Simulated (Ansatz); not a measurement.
# TiSi16: the cost of one run

All numbers below are computed with Ansatz 0.2.0 (DFT PBE, plane waves, PAW, scalar-relativistic, no spin polarisation).

## Step 1: The structure to begin with

The cell holds 17 atoms (Si16Ti): a = 7.679 Å, b = 7.679 Å, c = 7.679 Å, α = 60.00°, β = 60.00°, γ = 60.00°.

Its coordinates follow in the input file.

## Step 2: Preparing the start

Contents of input.yaml:

```yaml
accuracy: low
crystal:
  lattice:
    - [0.0, 5.43, 5.43]
    - [5.43, 0.0, 5.43]
    - [5.43, 5.43, 0.0]
  atoms:
    - { symbol: Si, position: [0.0, 0.0, 0.0] }
    - { symbol: Si, position: [0.125, 0.125, 0.125] }
    - { symbol: Si, position: [0.0, 0.0, 0.5] }
    - { symbol: Si, position: [0.125, 0.125, 0.625] }
    - { symbol: Si, position: [0.0, 0.5, 0.0] }
    - { symbol: Si, position: [0.125, 0.625, 0.125] }
    - { symbol: Si, position: [0.0, 0.5, 0.5] }
    - { symbol: Si, position: [0.125, 0.625, 0.625] }
    - { symbol: Si, position: [0.5, 0.0, 0.0] }
    - { symbol: Si, position: [0.625, 0.125, 0.125] }
    - { symbol: Si, position: [0.5, 0.0, 0.5] }
    - { symbol: Si, position: [0.625, 0.125, 0.625] }
    - { symbol: Si, position: [0.5, 0.5, 0.0] }
    - { symbol: Si, position: [0.625, 0.625, 0.125] }
    - { symbol: Si, position: [0.5, 0.5, 0.5] }
    - { symbol: Si, position: [0.625, 0.625, 0.625] }
    - { symbol: Ti, position: [0.7421886, 0.253812, 0.7484428] }
basis:
  ecutwfc: 420.0
kpoints:
  mp_grid: { grid: [2, 2, 2] }
hamiltonian:
  xc: pbe
  pseudopotentials: { kind: paw, azcp: { folder: soft_1 } }
scf:
  occupations: { method: fermi_dirac, width: 0.05 }
  lower_state_search: "off"
relax:
  f_tol: 0.08
  max_steps: 25
  adjacent_minimum: "off"
```

Started as:

```
$ ansatz run input.yaml --threads 1 --pin off --max-ram 3072MiB --backend cpu --events-out ev --progress --plain --runs-dir out
```

What time and memory should one allow on 1 thread of Arm Neoverse V2, shared host?

About 23 s, with a peak of 0.54 GiB.
